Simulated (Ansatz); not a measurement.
# C3H6BN: rotation by 120° about the B1–C2 bond, part 2 of 2

Wanted: the energy profile along the rotation by 120° about the B1–C2 bond, from relaxed end points and a band of images. SMILES of the start: BCN=C=C.

Ansatz 0.2.0; RKS B3LYP-D4/6-31G*.

## (6) Nudged elastic band

crystal.atoms is end A as relaxed above, and neb.final_atoms is end B, turned to lie on A. With 9 inner images the band has 11 in all.

Contents of input.yaml:

```yaml
crystal:
  periodic: [false, false, false]
  atoms:
    - { symbol: B, position_ang: [-1.585404, 0.703208, 1.233297] }
    - { symbol: C, position_ang: [-0.301768, -0.173692, 1.062765] }
    - { symbol: "N", position_ang: [0.763236, 0.421787, 0.252802] }
    - { symbol: C, position_ang: [1.079375, -0.006205, -0.849007] }
    - { symbol: C, position_ang: [1.477559, -0.402901, -2.03828] }
    - { symbol: H, position_ang: [-2.488561, 0.246535, 1.871627] }
    - { symbol: H, position_ang: [-1.678663, 1.797974, 0.766427] }
    - { symbol: H, position_ang: [-0.584388, -1.182928, 0.714957] }
    - { symbol: H, position_ang: [0.090498, -0.325399, 2.08344] }
    - { symbol: H, position_ang: [1.010349, -0.013897, -2.936474] }
    - { symbol: H, position_ang: [2.283268, -1.121581, -2.140953] }
basis:
  gaussian: { orbitals: "6-31G*" }
hamiltonian:
  xc: b3lyp
  dispersion: d4
neb:
  order_check: false
  images: 9
  f_tol: 0.05
  max_iterations: 59
  initial_path: idpp
  final_atoms:
    - { symbol: B, position_ang: [-1.58747127, 0.70448504, 1.24076095] }
    - { symbol: C, position_ang: [-0.30768307, -0.17491247, 1.05440233] }
    - { symbol: "N", position_ang: [0.75640977, 0.42631563, 0.24735241] }
    - { symbol: C, position_ang: [1.07982444, -0.0025437, -0.8517998] }
    - { symbol: C, position_ang: [1.48328401, -0.40384939, -2.03783849] }
    - { symbol: H, position_ang: [-1.67378316, 1.80861408, 0.79680699] }
    - { symbol: H, position_ang: [-2.49291849, 0.2402836, 1.87005108] }
    - { symbol: H, position_ang: [-0.589559, -1.18226693, 0.70114391] }
    - { symbol: H, position_ang: [0.08697826, -0.33196468, 2.07382511] }
    - { symbol: H, position_ang: [1.01764427, -0.02180617, -2.93990844] }
    - { symbol: H, position_ang: [2.29277524, -1.11945401, -2.13419505] }
```

Launch:

```sh
> ansatz run input.yaml --threads 1 --pin off --max-ram 2048MiB --backend cpu --events-out ev --progress --plain --runs-dir out
```

Standard output, cut to the lines that bear on the results:

```text
Warning: RAYON_NUM_THREADS=1 ignored (pool sized by the plan → 1); use --threads N
[...]
Functional definition: B3LYP
[...]
1015 factors; integrals over basis functions are off by at most 3.7e-4 eV
[...]
mean field -5372.96136506 eV, -197.4526882420 hartree, gradient 4.4e-5 eV, S^2 0.000000; 0 other end points of the search recorded, 0 dependent functions left out
[...]
reference -5372.96159157 eV, -197.4526965660 hartree; 18, 18 occupied and 69, 69 virtual orbitals, 1015 factors
1015 factors; integrals over basis functions are off by at most 3.8e-4 eV
[...]
mean field -5372.96148657 eV, -197.4526927073 hartree, gradient 4.4e-5 eV, S^2 0.000000; 0 other end points of the search recorded, 0 dependent functions left out
[...]
reference -5372.96171350 eV, -197.4527010469 hartree; 18, 18 occupied and 69, 69 virtual orbitals, 1015 factors
[...]
Atom 2 at     0.723999     0.179019     0.567466 Å, force    -0.002883    -0.009910    -0.001653 eV/Å
Atom 3 at     1.119488     0.099382    -0.590755 Å, force    -0.005534     0.001667    -0.000249 eV/Å
Atom 4 at     1.621785     0.055831    -1.804386 Å, force     0.005833     0.001099     0.002536 eV/Å
Atom 5 at    -2.041997     1.036834     2.003773 Å, force    -0.000873     0.000433    -0.002554 eV/Å
Atom 6 at    -2.024509     0.881347    -0.055180 Å, force     0.003195    -0.001643    -0.002878 eV/Å
Atom 7 at    -0.690322    -1.426319     0.407530 Å, force     0.002404    -0.000073     0.004679 eV/Å
Atom 8 at    -0.234478    -0.923456     2.058575 Å, force    -0.000314     0.001818     0.002827 eV/Å
Atom 9 at     1.272608     0.735966    -2.573747 Å, force    -0.001450     0.002218     0.000411 eV/Å
Atom 10 at     2.396882    -0.660529    -2.055436 Å, force    -0.001992     0.002099    -0.004315 eV/Å
Dipole moment:    -0.149954    -0.238281    -0.094903 e Å
this run last wrote the band of iteration 21 to <dir>; this run last wrote the band within `neb.f_tol` of iteration 20 to <dir>
```

Run time: 6.3 min. Hardware: 1 thread of Intel Xeon 6975P-C (Granite Rapids), shared host; peak memory 0.19 GiB.

## (7) The band, image by image

Images 0 and 10 are the ends. Energies count from image 0; the path length is the program's own measure over all atoms.

| image | path (Å) | energy (eV) | dihedral H7–B1–C2–N3 (°) | band force (eV/Å) |
| --- | --- | --- | --- | --- |
| 0 | 0.000 | 0.0000 | -2 | - |
| 1 | 0.574 | 0.0053 | 9 | 0.028 |
| 2 | 1.148 | 0.0322 | 28 | 0.023 |
| 3 | 1.722 | 0.1052 | 50 | 0.021 |
| 4* | 2.293 | 0.1432 | 72 | 0.010 |
| 5 | 2.769 | 0.1311 | 88 | 0.018 |
| 6 | 3.248 | 0.1326 | 106 | 0.017 |
| 7 | 3.726 | 0.1208 | 126 | 0.016 |
| 8 | 4.205 | 0.0702 | 146 | 0.009 |
| 9 | 4.684 | 0.0181 | 164 | 0.039 |
| 10 | 5.165 | 0.0000 | 178 | - |

The star marks the climbing image.

image, energy (eV) and a bar:
```
        0      0.000 
        1      0.005 #
        2      0.032 #######
        3      0.105 ######################
        4      0.143 ##############################
        5      0.131 ###########################
        6      0.133 ############################
        7      0.121 #########################
        8      0.070 ###############
        9      0.018 ####
       10      0.000
```

The top of the band by iteration:

```csv
iteration,highest image above image 0 (eV),largest band force (eV/Å)
1,0.3093,1.615
3,0.2502,1.060
5,0.1718,0.393
7,0.1500,0.157
9,0.1470,0.100
11,0.1465,0.142
13,0.1456,0.199
15,0.1447,0.055
17,0.1439,0.079
19,0.1435,0.057
21,0.1432,0.039
```

The band as a trajectory file:

```xyz
11
image=0 dE=0.0000
B    -1.585    0.703    1.233
C    -0.302   -0.174    1.063
N     0.763    0.422    0.253
C     1.079   -0.006   -0.849
C     1.478   -0.403   -2.038
H    -2.489    0.247    1.872
H    -1.679    1.798    0.766
H    -0.584   -1.183    0.715
H     0.090   -0.325    2.083
H     1.010   -0.014   -2.936
H     2.283   -1.122   -2.141
11
image=1 dE=0.0053
B    -1.591    0.628    1.122
C    -0.286   -0.236    1.130
N     0.849    0.320    0.391
C     1.119    0.013   -0.762
C     1.478   -0.261   -1.998
H    -2.499    0.274    1.816
H    -1.712    1.590    0.427
H    -0.577   -1.237    0.757
H     0.026   -0.400    2.172
H     1.066    0.301   -2.829
H     2.195   -1.048   -2.205
11
image=2 dE=0.0322
B    -1.596    0.578    1.066
C    -0.312   -0.314    1.158
N     0.867    0.218    0.473
C     1.135    0.023   -0.704
C     1.514   -0.131   -1.954
H    -2.448    0.470    1.898
H    -1.767    1.303    0.133
H    -0.649   -1.276    0.715
H    -0.035   -0.545    2.193
H     1.163    0.547   -2.725
H     2.193   -0.929   -2.233
11
image=3 dE=0.1052
B    -1.613    0.551    1.048
C    -0.383   -0.438    1.117
N     0.809    0.184    0.517
C     1.133    0.055   -0.656
C     1.575   -0.028   -1.892
H    -2.297    0.772    2.001
H    -1.876    1.063    0.001
H    -0.686   -1.351    0.569
H    -0.125   -0.741    2.136
H     1.230    0.664   -2.652
H     2.298   -0.788   -2.168
11
image=4 dE=0.1432
B    -1.614    0.529    1.011
C    -0.464   -0.564    1.052
N     0.724    0.179    0.567
C     1.119    0.099   -0.591
C     1.622    0.056   -1.804
H    -2.042    1.037    2.004
H    -2.025    0.881   -0.055
H    -0.690   -1.426    0.408
H    -0.234   -0.923    2.059
H     1.273    0.736   -2.574
H     2.397   -0.661   -2.055
11
image=5 dE=0.1311
B    -1.595    0.509    0.946
C    -0.532   -0.664    1.010
N     0.657    0.135    0.617
C     1.097    0.122   -0.530
C     1.652    0.139   -1.720
H    -1.788    1.209    1.893
H    -2.143    0.745   -0.090
H    -0.710   -1.496    0.318
H    -0.349   -1.049    2.017
H     1.317    0.837   -2.480
H     2.459   -0.545   -1.962
11
image=6 dE=0.1326
B    -1.628    0.484    0.894
C    -0.571   -0.693    0.968
N     0.674    0.052    0.655
C     1.135    0.109   -0.481
C     1.719    0.206   -1.655
H    -1.619    1.331    1.734
H    -2.378    0.575   -0.033
H    -0.739   -1.511    0.258
H    -0.460   -1.104    1.976
H     1.450    1.000   -2.344
H     2.482   -0.506   -1.953
11
image=7 dE=0.1208
B    -1.704    0.457    0.885
C    -0.594   -0.668    0.878
N     0.693    0.032    0.673
C     1.207    0.113   -0.438
C     1.824    0.236   -1.592
H    -1.577    1.387    1.622
H    -2.647    0.406    0.153
H    -0.749   -1.453    0.128
H    -0.555   -1.145    1.868
H     1.600    1.066   -2.254
H     2.568   -0.488   -1.903
11
image=8 dE=0.0702
B    -1.771    0.428    0.871
C    -0.623   -0.642    0.782
N     0.696    0.007    0.687
C     1.268    0.115   -0.391
C     1.930    0.271   -1.516
H    -1.582    1.446    1.465
H    -2.836    0.220    0.372
H    -0.769   -1.388   -0.010
H    -0.661   -1.189    1.742
H     1.754    1.137   -2.144
H     2.661   -0.463   -1.838
11
image=9 dE=0.0181
B    -1.839    0.397    0.865
C    -0.664   -0.621    0.691
N     0.667   -0.003    0.679
C     1.309    0.125   -0.355
C     2.045    0.305   -1.430
H    -1.651    1.491    1.300
H    -2.951    0.041    0.606
H    -0.815   -1.302   -0.160
H    -0.738   -1.256    1.594
H     1.925    1.198   -2.035
H     2.778   -0.433   -1.735
11
image=10 dE=0.0000
B    -1.588    0.703    1.241
C    -0.310   -0.179    1.053
N     0.757    0.423    0.251
C     1.082   -0.001   -0.850
C     1.486   -0.398   -2.037
H    -1.670    1.809    0.802
H    -2.496    0.238    1.866
H    -0.594   -1.184    0.694
H     0.082   -0.343    2.072
H     1.024   -0.010   -2.938
H     2.294   -1.115   -2.135
```

## (8) Vibrations at the top

The geometry is the highest inner image of the first converged band.

Contents of input.yaml:

```yaml
crystal:
  periodic: [false, false, false]
  atoms:
    - { symbol: B, position_ang: [-1.613749, 0.529102, 1.010743] }
    - { symbol: C, position_ang: [-0.464206, -0.564276, 1.052019] }
    - { symbol: "N", position_ang: [0.723999, 0.179019, 0.567466] }
    - { symbol: C, position_ang: [1.119488, 0.099382, -0.590755] }
    - { symbol: C, position_ang: [1.621785, 0.055831, -1.804386] }
    - { symbol: H, position_ang: [-2.041997, 1.036834, 2.003773] }
    - { symbol: H, position_ang: [-2.024509, 0.881347, -0.05518] }
    - { symbol: H, position_ang: [-0.690322, -1.426319, 0.40753] }
    - { symbol: H, position_ang: [-0.234478, -0.923456, 2.058575] }
    - { symbol: H, position_ang: [1.272608, 0.735966, -2.573747] }
    - { symbol: H, position_ang: [2.396882, -0.660529, -2.055436] }
basis:
  gaussian: { orbitals: "6-31G*" }
hamiltonian:
  xc: b3lyp
  dispersion: d4
phonons: {}
```

Launch:

```sh
> ansatz run input.yaml --threads 1 --pin off --max-ram 2048MiB --backend cpu --events-out ev --progress --plain --runs-dir out
```

Standard output, cut to the lines that bear on the results:

```text
Warning: RAYON_NUM_THREADS=1 ignored (pool sized by the plan → 1); use --threads N
[...]
[... 1 set-up line as earlier in the session ...]
[...]
1017 factors; integrals over basis functions are off by at most 3.8e-4 eV
[...]
mean field -5372.81016099 eV, -197.4471315947 hartree, gradient 3.8e-5 eV, S^2 0.000000; 0 other end points of the search recorded, 0 dependent functions left out
[...]
reference -5372.81038311 eV, -197.4471397577 hartree; 18, 18 occupied and 69, 69 virtual orbitals, 1017 factors
[...]
1017 factors; integrals over basis functions are off by at most 3.8e-4 eV
[...]
mean field -5372.81004654 eV, -197.4471273890 hartree, gradient 2.5e-6 eV, S^2 0.000000; 0 other end points of the search recorded, 0 dependent functions left out
[...]
reference -5372.81026867 eV, -197.4471355521 hartree; 18, 18 occupied and 69, 69 virtual orbitals, 1017 factors
[...]
1017 factors; integrals over basis functions are off by at most 3.8e-4 eV
[...]
WARN: phonons: modes at or below zero, which the zero-point energy, F, S and C_V leave out: 1, the lowest at -190.34 cm⁻¹. A minimum has none, and a first-order saddle one
[...]
Atom 2 at     0.723999     0.179019     0.567466 Å, force    -0.002913    -0.009857    -0.001671 eV/Å
Atom 3 at     1.119488     0.099382    -0.590755 Å, force    -0.005502     0.001578    -0.000105 eV/Å
Atom 4 at     1.621785     0.055831    -1.804386 Å, force     0.005800     0.001107     0.002457 eV/Å
Atom 5 at    -2.041997     1.036834     2.003773 Å, force    -0.000870     0.000397    -0.002558 eV/Å
Atom 6 at    -2.024509     0.881347    -0.055180 Å, force     0.003190    -0.001591    -0.002930 eV/Å
Atom 7 at    -0.690322    -1.426319     0.407530 Å, force     0.002397    -0.000019     0.004638 eV/Å
Atom 8 at    -0.234478    -0.923456     2.058575 Å, force    -0.000306     0.001855     0.002822 eV/Å
Atom 9 at     1.272608     0.735966    -2.573747 Å, force    -0.001452     0.002182     0.000423 eV/Å
Atom 10 at     2.396882    -0.660529    -2.055436 Å, force    -0.001998     0.002121    -0.004309 eV/Å
Dipole moment:    -0.149955    -0.238282    -0.094906 e Å
Vibrations: -190.34 53.08 198.95 279.31 368.34 584.93 612.10 691.08 709.30 831.67 937.29 1011.50 1039.24 1067.04 1188.84 1245.98 1276.04 1315.52 1474.51 1519.01 2135.27 2626.85 2712.08 3020.51 3116.17 3182.62 3263.75 cm⁻¹, zero-point energy 2.260293 eV
```

Run time: 1.7 min. Hardware: 1 thread of Intel Xeon 6975P-C (Granite Rapids), shared host; peak memory 0.19 GiB.

Of 27 modes, 1 is imaginary by more than 30 cm⁻¹ (190i cm⁻¹).

## (9) The band again, with other settings

crystal.atoms is end A as relaxed above, and neb.final_atoms is end B, turned to lie on A. With 8 inner images the band has 10 in all.

Contents of input.yaml:

```yaml
crystal:
  periodic: [false, false, false]
  atoms:
    - { symbol: B, position_ang: [-1.585404, 0.703208, 1.233297] }
    - { symbol: C, position_ang: [-0.301768, -0.173692, 1.062765] }
    - { symbol: "N", position_ang: [0.763236, 0.421787, 0.252802] }
    - { symbol: C, position_ang: [1.079375, -0.006205, -0.849007] }
    - { symbol: C, position_ang: [1.477559, -0.402901, -2.03828] }
    - { symbol: H, position_ang: [-2.488561, 0.246535, 1.871627] }
    - { symbol: H, position_ang: [-1.678663, 1.797974, 0.766427] }
    - { symbol: H, position_ang: [-0.584388, -1.182928, 0.714957] }
    - { symbol: H, position_ang: [0.090498, -0.325399, 2.08344] }
    - { symbol: H, position_ang: [1.010349, -0.013897, -2.936474] }
    - { symbol: H, position_ang: [2.283268, -1.121581, -2.140953] }
basis:
  gaussian: { orbitals: "6-31G*" }
hamiltonian:
  xc: b3lyp
  dispersion: d4
neb:
  order_check: false
  images: 8
  f_tol: 0.05
  max_iterations: 60
  initial_path: idpp
  climbing: false
  final_atoms:
    - { symbol: B, position_ang: [-1.58747127, 0.70448504, 1.24076095] }
    - { symbol: C, position_ang: [-0.30768307, -0.17491247, 1.05440233] }
    - { symbol: "N", position_ang: [0.75640977, 0.42631563, 0.24735241] }
    - { symbol: C, position_ang: [1.07982444, -0.0025437, -0.8517998] }
    - { symbol: C, position_ang: [1.48328401, -0.40384939, -2.03783849] }
    - { symbol: H, position_ang: [-1.67378316, 1.80861408, 0.79680699] }
    - { symbol: H, position_ang: [-2.49291849, 0.2402836, 1.87005108] }
    - { symbol: H, position_ang: [-0.589559, -1.18226693, 0.70114391] }
    - { symbol: H, position_ang: [0.08697826, -0.33196468, 2.07382511] }
    - { symbol: H, position_ang: [1.01764427, -0.02180617, -2.93990844] }
    - { symbol: H, position_ang: [2.29277524, -1.11945401, -2.13419505] }
```

Launch:

```sh
> ansatz run input.yaml --threads 1 --pin off --max-ram 2048MiB --backend cpu --events-out ev --progress --plain --runs-dir out
```

Standard output, cut to the lines that bear on the results:

```text
Warning: RAYON_NUM_THREADS=1 ignored (pool sized by the plan → 1); use --threads N
[...]
[... 1 set-up line as earlier in the session ...]
[...]
1015 factors; integrals over basis functions are off by at most 3.7e-4 eV
[...]
mean field -5372.96136506 eV, -197.4526882420 hartree, gradient 4.4e-5 eV, S^2 0.000000; 0 other end points of the search recorded, 0 dependent functions left out
[...]
reference -5372.96159157 eV, -197.4526965660 hartree; 18, 18 occupied and 69, 69 virtual orbitals, 1015 factors
1015 factors; integrals over basis functions are off by at most 3.8e-4 eV
[...]
mean field -5372.96148657 eV, -197.4526927073 hartree, gradient 4.4e-5 eV, S^2 0.000000; 0 other end points of the search recorded, 0 dependent functions left out
[...]
reference -5372.96171350 eV, -197.4527010469 hartree; 18, 18 occupied and 69, 69 virtual orbitals, 1015 factors
[...]
Atom 1 at    -0.477247    -0.570869     1.031601 Å, force     0.019271     0.007169     0.017550 eV/Å
Atom 2 at     0.713249     0.186947     0.572339 Å, force    -0.034729    -0.022239    -0.020502 eV/Å
Atom 3 at     1.125769     0.110690    -0.580397 Å, force     0.016549     0.001526     0.010120 eV/Å
Atom 4 at     1.646891     0.067870    -1.785980 Å, force    -0.003612     0.006096    -0.002005 eV/Å
Atom 5 at    -2.069974     0.997585     2.011890 Å, force    -0.000856    -0.000927     0.000213 eV/Å
Atom 6 at    -2.029346     0.903870    -0.049662 Å, force     0.005205    -0.004879    -0.004557 eV/Å
Atom 7 at    -0.696226    -1.418901     0.366805 Å, force    -0.002399    -0.004346    -0.005646 eV/Å
Atom 8 at    -0.253279    -0.953222     2.030965 Å, force     0.000674     0.006755     0.006981 eV/Å
Atom 9 at     1.300047     0.738447    -2.564787 Å, force     0.003047     0.006772     0.004379 eV/Å
Atom 10 at     2.434350    -0.640061    -2.021569 Å, force    -0.001506    -0.003622    -0.005776 eV/Å
Dipole moment:    -0.146359    -0.241145    -0.101308 e Å
this run last wrote the band of iteration 15 to <dir>
```

Run time: 4.3 min. Hardware: 1 thread of Intel Xeon 6975P-C (Granite Rapids), shared host; peak memory 0.19 GiB.

## (10) The band, image by image

Images 0 and 9 are the ends. Energies count from image 0; the path length is the program's own measure over all atoms.

| image | path (Å) | energy (eV) | dihedral H7–B1–C2–N3 (°) | band force (eV/Å) |
| --- | --- | --- | --- | --- |
| 0 | 0.000 | 0.0000 | -2 | - |
| 1 | 0.558 | 0.0056 | 10 | 0.034 |
| 2 | 1.115 | 0.0339 | 29 | 0.021 |
| 3 | 1.672 | 0.1060 | 50 | 0.023 |
| 4 | 2.229 | 0.1439 | 71 | 0.035 |
| 5 | 2.785 | 0.1317 | 91 | 0.039 |
| 6 | 3.339 | 0.1330 | 113 | 0.042 |
| 7 | 3.893 | 0.0936 | 137 | 0.025 |
| 8 | 4.447 | 0.0275 | 159 | 0.046 |
| 9 | 5.001 | 0.0000 | 178 | - |

image, energy (eV) and a bar:
```
        0      0.000 
        1      0.006 #
        2      0.034 #######
        3      0.106 ######################
        4      0.144 ##############################
        5      0.132 ###########################
        6      0.133 ############################
        7      0.094 ####################
        8      0.027 ######
        9      0.000
```

## (11) What came out

This closing draws on all 2 parts.

| quantity | value |
| --- | --- |
| end A | 22 moves, 1.103 eV lower |
| end B | 19 moves, 1.202 eV lower |
| first band: barrier forwards | 0.14 eV |
| first band: barrier backwards | 0.14 eV |
| first band: second end relative to first | 0.000 eV |
| first band: highest image | 4 of 0 to 10, climbing |
| first band: band iterations | 21 |
| imaginary modes at the top | 190i cm⁻¹ |
| second band | top 0.144 eV above image 0, 15 iterations, 8 inner images, none climbing |
| time, first and second band | 6.3 min and 4.3 min |

In words: In the first band: the barrier from the first end is 0.14 eV, 6 times kT at 300 K; with a typical attempt rate of 10^13 per second that is roughly 10^11 events a second. The two ends lie within 1 meV of each other. The listed dihedral goes from -2° at end A through 72° at the highest image to 178° at end B; the relaxed ends differ by 180° in it rather than the 120° set up, and other torsions can move along the band as well. One imaginary mode, as a first-order saddle point has. The second band's top lies 1 meV above the first's, so the changed settings hardly move the height. These are electronic energies, with no zero-point or thermal terms.
